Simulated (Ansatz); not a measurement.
# C2H8FNSi2: the cost of one run

Program: Ansatz 0.2.0. Level of theory: RKS PBE0/def2-SVP. These are calculated values, not measurements.

## Step 1: The system as given

Bond lengths: N1–Si2 1.655 Å, Si2–Si3 2.309 Å, Si2–C4 1.857 Å, C4–C5 1.314 Å, C5–F6 1.369 Å, N1–H7 1.050 Å, N1–H8 1.045 Å, Si2–H9 1.441 Å, Si3–H10 1.482 Å, Si3–H11 1.508 Å, Si3–H12 1.544 Å, C4–H13 1.100 Å, C5–H14 1.039 Å. Angles (14 of 21 angles, heavy atoms first): N1–Si2–Si3 113.0°, N1–Si2–C4 110.3°, Si3–Si2–C4 110.1°, Si2–C4–C5 124.4°, C4–C5–F6 119.0°, N1–Si2–H9 105.8°, Si3–Si2–H9 110.2°, C4–Si2–H9 107.2°, Si2–N1–H7 109.1°, Si2–N1–H8 109.5°, Si2–Si3–H10 113.5°, Si2–Si3–H11 111.0°, Si2–Si3–H12 110.5°, Si2–C4–H13 114.0°.

Structure file:

```xyz
14

N    -1.7820   -0.7076   -0.5234
Si   -0.1512   -0.5546   -0.2872
Si    0.5833   -1.6041    1.6336
C     0.3304    1.2385   -0.2588
C     0.6644    1.9338   -1.3230
F     0.9393    3.2679   -1.1854
H    -2.0415   -0.2515   -1.4323
H    -2.2911   -0.0946    0.1532
H     0.4705   -1.1452   -1.4448
H     0.2997   -3.0584    1.6573
H    -0.0393   -0.9856    2.8598
H     2.1089   -1.4320    1.7953
H     0.1042    1.7480    0.6893
H     0.7914    1.6163   -2.3046
```

## Step 2: End point A

Contents of input.yaml:

```yaml
crystal:
  periodic: [false, false, false]
  atoms:
    - { symbol: "N", position_ang: [-1.782, -0.7076, -0.5234] }
    - { symbol: Si, position_ang: [-0.1512, -0.5546, -0.2872] }
    - { symbol: Si, position_ang: [0.5833, -1.6041, 1.6336] }
    - { symbol: C, position_ang: [0.3304, 1.2385, -0.2588] }
    - { symbol: C, position_ang: [0.6644, 1.9338, -1.323] }
    - { symbol: F, position_ang: [0.9393, 3.2679, -1.1854] }
    - { symbol: H, position_ang: [-2.0415, -0.2515, -1.4323] }
    - { symbol: H, position_ang: [-2.2911, -0.0946, 0.1532] }
    - { symbol: H, position_ang: [0.4705, -1.1452, -1.4448] }
    - { symbol: H, position_ang: [0.2997, -3.0584, 1.6573] }
    - { symbol: H, position_ang: [-0.0393, -0.9856, 2.8598] }
    - { symbol: H, position_ang: [2.1089, -1.432, 1.7953] }
    - { symbol: H, position_ang: [0.1042, 1.748, 0.6893] }
    - { symbol: H, position_ang: [0.7914, 1.6163, -2.3046] }
basis:
  gaussian: { orbitals: def2-SVP }
hamiltonian:
  xc: pbe0
relax:
  f_tol: 0.015
  max_steps: 40
```

The run is started by

```
$ ansatz run input.yaml --threads 2 --pin off --max-ram 3072MiB --backend cpu --events-out ev --progress --plain --runs-dir out
```

What time and memory should one allow on 2 threads of Arm Neoverse V1, shared host?

About 54 s, with a peak of 0.34 GiB.
